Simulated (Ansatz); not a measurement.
A run of Ansatz 0.2.0:

input.yaml

```yaml
crystal:
  lattice:
    - [4.2940644248, 0.0, 0.0]
    - [-2.1470322124, 3.7187688774, 0.0]
    - [0.0, 0.0, 17.101346]
  atoms:
    - { symbol: Te, position: [0.6666666667, 0.3333333333, 0.419892] }
    - { symbol: Te, position: [0.3333333333, 0.6666666667, 0.580108] }
    - { symbol: Te, position: [0.3333333333, 0.6666666667, 0.201542] }
    - { symbol: Te, position: [0.6666666667, 0.3333333333, 0.798458] }
    - { symbol: Te, position: [0.0, 0.0, 0.0] }
    - { symbol: Sb, position: [0.0, 0.0, 0.320068] }
    - { symbol: Sb, position: [0.0, 0.0, 0.679932] }
    - { symbol: Ge, position: [0.6666666667, 0.3333333333, 0.102895] }
    - { symbol: Ge, position: [0.3333333333, 0.6666666667, 0.897105] }
hamiltonian:
  xc: lda
  pseudopotentials: { kind: paw }
kpoints:
  mp_grid: { grid: [5, 5, 2] }
scf:
  occupations: { method: fermi_dirac, width: 0.05 }
output:
  forces: true
  stress: true
  eigenvalues: true
  write_density: true
  write_potential: true
  elf: true
  volumetric_format: npy
relax:
  f_tol: 0.01
  max_steps: 40
  cell: { stress_tol: 0.05 }
```

Potentials or basis: Ansatz PAW.

Run with:

```console
$ ansatz run input.yaml --threads 4 --pin off --max-ram 11264MiB --backend cpu --events-out ev --progress --plain --runs-dir out
```

Hardware: 4 threads of Intel(R) Xeon(R) Platinum 8259CL CPU @ 2.50GHz (Skylake/Cascade Lake), on a shared host.

Question: How long does it take, and how much memory?

Answer: Wall time 28 s on 4 threads of Intel(R) Xeon(R) Platinum 8259CL CPU @ 2.50GHz (Skylake/Cascade Lake) (shared host), peak memory 0.97 GiB. Counts: scf iterations 39, plane waves 4935, k points 10, bands 83, ion steps 6.
